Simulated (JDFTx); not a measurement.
A run of JDFTx 1.7.0 (patched build) is set up as follows.

File fluid.in:

```
include H2CO.lattice
coords-type Lattice
include H2CO.ionpos

ion-species pseudo/C.upf
ion-species pseudo/O.upf
ion-species pseudo/H.upf
elec-cutoff 42
elec-ex-corr gga-PBE
kpoint-folding 1 1 1
elec-n-bands 6
electronic-minimize nIterations 100 energyDiffThreshold 1e-06
fluid LinearPCM
pcm-variant LA12
fluid-solvent H2O
fluid-minimize nIterations 200 knormThreshold 1e-10
initial-state vacuum.$VAR
core-overlap-check none
forces-output-coords Cartesian

dump-name fluid.$VAR
dump End Ecomponents EigStats BandEigs Kpoints Forces ElecDensity Dtot KEdensity
```

The input H2CO.lattice:

```
lattice \
   20.7869873709     0.0000000000     0.0000000000 \
    0.0000000000    20.7869873709     0.0000000000 \
    0.0000000000     0.0000000000    20.7869873709
```

Contents of H2CO.ionpos:

```
ion C      0.4942363600     0.5263545500     0.5023000000 1
ion O      0.5574000000     0.5760454500     0.5754454500 1
ion H      0.4449636400     0.5774363600     0.4307363600 1
ion H      0.4813727300     0.4263818200     0.5019181800 1
```

Potentials or basis: PseudoDojo-SR-PBE-0.5-standard with smoothed tails.

The run is started by

```console
$ jdftx -c 1 -i fluid.in -o fluid.out
```

(1) Estimate the Loewdin charges.

(2) What does it give for the solvation energy?

Results:

(1) C +0.24; O -0.38; H +0.19 e.

(2) -0.279 eV.

Caveat: the cores' own exchange energy is taken off the total, which shifts forces and pressure where cores overlap; the liquid is a continuum model, checked here against plausible ranges alone.
